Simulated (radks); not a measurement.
# Si⁹⁺ in [He] 2s2 2p1: an all-electron calculation

The task here is to estimate one member of a computed series from the others.

Method: scalar-relativistic Kohn-Sham, exchange-only PBE, spin-polarised, spherical densities, point nucleus; open shells are filled with parallel spins first. Code: radks (a radial shooting solver on a logarithmic mesh, Libxc functionals) version 1.

### Starting point

```
element       : silicon (Z = 14)
charge        : +9
electrons     : 5
configuration : [He] 2s2 2p1
```

The outer shells:

Si⁹⁺
```
[He] core
2s [↑↓]
2p [↑ ][  ][  ]
```

Set-up of the first run:

Settings of this run:

```text
Z 14
configuration [He] 2s2 2p1
relativity scalar-relativistic
functional pbe,
spin polarised
nucleus point
c 137.035999084
```

One table of the session follows, with a row left open; its other results are not shown here.

It belongs to the step «Orbitals and density». Sizes of the orbitals, from the radial functions (bohr):

| level | <r> | outermost maximum (interpolated) | 90 % within |
| --- | --- | --- | --- |
| 1s up | 0.1108 | 0.0725 | 0.198 |
| 1s down | ? | ? | ? |
| 2s up | 0.4903 | 0.416 | 0.753 |
| 2s down | 0.4936 | 0.418 | 0.759 |
| 2p up | 0.4311 | 0.338 | 0.698 |
| 2p down | 0.4346 | 0.340 | 0.705 |

**Question.** Estimate the row for 1s down.

The run gave: <r>: 0.1106; outermost maximum (interpolated): 0.0725; 90 % within: 0.197. In the column «<r>» it is the lowest.

Caveats from the session: Open shells are spherical and high-spin; term and fine-structure splittings are not resolved.
